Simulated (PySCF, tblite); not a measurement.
# C₈H₉S+: geometry, infrared bands and NMR shifts

What infrared bands and NMR shifts should C₈H₉S+ (`C=CCc1cccc[s+]1`) show?

The runs use tblite 0.8.0 and PySCF 2.14.0, with density-fitted response routines of our own; the level of theory stands in each step. All values are computed, except where a source is named. Atoms are numbered from 0 throughout.

### Step 1. The starting structure

18 atoms, charge 1, multiplicity 1; geometry from: force field or distance geometry start.

Bonds of the start (Å): C0–C1 1.35, C1–C2 1.48, C2–C3 1.51, C3–C4 1.37, C4–C5 1.37, C5–C6 1.37, C6–C7 1.37, C7–S8 1.72, S8–C3 1.70, C0–H9 1.09, C0–H10 1.08, C1–H11 1.08, C2–H12 1.09, C2–H13 1.10, C4–H14 1.10, C5–H15 1.11, C6–H16 1.10, C7–H17 1.10.

### Step 2. Optimising the geometry with GFN2-xTB

The job: settings as JSON, then the geometry in Å.

```
{"job": {"kind": "relax", "xc": "GFN2-xTB", "basis": "xTB"}, "charge": 1, "multiplicity": 1}
C      3.116400    -0.741500     0.070900
C      2.166000    -0.654900    -0.885900
C      1.425000     0.622700    -0.987100
C     -0.055300     0.404000    -0.787300
C     -0.613000     0.466800     0.462500
C     -1.930200     0.280300     0.769600
C     -2.926200    -0.015200    -0.122000
C     -2.742000    -0.168800    -1.467300
S     -1.132900     0.026600    -2.053000
H      3.332400     0.077100     0.752400
H      3.671100    -1.659100     0.180100
H      1.961000    -1.497400    -1.536100
H      1.597600     1.040300    -1.977300
H      1.809800     1.299900    -0.206900
H      0.059200     0.711500     1.295000
H     -2.233000     0.373700     1.838600
H     -3.950300    -0.143300     0.263500
H     -3.564600    -0.416200    -2.150800
```

Launch:

```console
$ OMP_NUM_THREADS=1 python probes_run.py task.json out
```

One launch serves the whole session: the jobs run in the order shown.

**Question.** This job is followed by: GFN2-xTB harmonic vibrations, gas phase; GIAO PBE0/pcSseg-1 NMR shielding, non-relativistic, gas phase. Predict these results of the whole session: strongest single infrared mode (GFN2-xTB); zero-point energy (GFN2-xTB); 13C shifts against TMS (PBE0/pcSseg-1); 1H shifts against TMS (PBE0/pcSseg-1, means over atoms taken as alike); 33S shifts against CS2 (PBE0/pcSseg-1).

**Answer**, as computed:

```
                                                              quantity                                                      value
                             strongest single infrared mode (GFN2-xTB)                                       1399 cm⁻¹, 99 km/mol
                                          zero-point energy (GFN2-xTB)                                              88.6 kcal/mol
                                13C shifts against TMS (PBE0/pcSseg-1)  195.6, 164.6, 157.8, 144.0, 141.8, 140.7, 134.0, 50.8 ppm
1H shifts against TMS (PBE0/pcSseg-1, means over atoms taken as alike)         9.61, 9.18, 9.01, 8.96, 6.24, 6.08, 5.78, 4.37 ppm
                                33S shifts against CS2 (PBE0/pcSseg-1)                                                    353 ppm
```

**Reading.** The optimisation took 59 steps and gained 0.436 eV; among the close pairs (by a distance rule), C1–C2 changed most, from 1.480 to 1.518 Å. All 48 modes are real, so the xTB geometry is a minimum. The strongest single mode, at 1399 cm⁻¹, is carried by C6, C4, C3, C7. GFN2-xTB is a fitted tight-binding method: band positions and strengths are rough. Its intensities can rank the bands wrongly. At PBE0/pcSseg-1: The widest tensor belongs to S8: span 666 ppm, with a paramagnetic part of -907 ppm. NICS(1)zz of -24 ppm above the planar ring from C3 marks a diatropic (aromatic) ring current. At PBE0/pcSseg-1, counted by nearest atom on the grid, the HOMO lies on C0, C1 about 38 % each, the LUMO on S8 24 %; C3, C5 about 20 % each.
